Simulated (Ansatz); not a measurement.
## BPd4 in Ansatz: the effect of functional

Crystal: BPd4.

```
CELL_PARAMETERS angstrom
2.89203 0.00000 0.00000
0.00000 4.36501 0.00000
0.00000 0.00000 5.85632
ATOMIC_POSITIONS crystal
Pd 0.50000 0.00000 0.19758
Pd 0.00000 0.00000 0.61947
Pd 0.00000 0.50000 0.32916
Pd 0.50000 0.50000 0.86756
B 0.50000 0.00000 0.86323
```

The cell comes from a database or a generator and needn't be the stable form of this composition.

Alike in all runs:

```yaml
Program: Ansatz 0.2.0
Task: band structure
Potentials_or_basis: Ansatz PAW
k_mesh: 7 × 5 × 4
Occupations: fermi-dirac, width 0.05 eV
Spin: no spin polarisation
```

```tsv
functional	cutoff	pressure (GPa)	largest force (eV/Å)
LDA	420 eV (not typed: the program's choice for these potentials)	-13.3	0.22
PBEsol	420 eV (not typed: the program's choice for these potentials)	-8.5	0.19
RPBE	420 eV (not typed: the program's choice for these potentials)	?	?
revPBE	420 eV (not typed: the program's choice for these potentials)	1.7	0.26
BLYP	420 eV (not typed: the program's choice for these potentials)	7.2	0.30
r2SCAN	500 eV (not typed: the program's choice for these potentials)	-4.6	0.32
```

Question: What does the run with functional RPBE give?

Answer: Pressure 2.8 GPa; largest force 0.27 eV/Å.

Caveats: the PAW data sets come from PBE, with cores solved anew for the run's functional, which leaves a small shift of forces and pressure.

Runs at the PBE level aren't shown here.
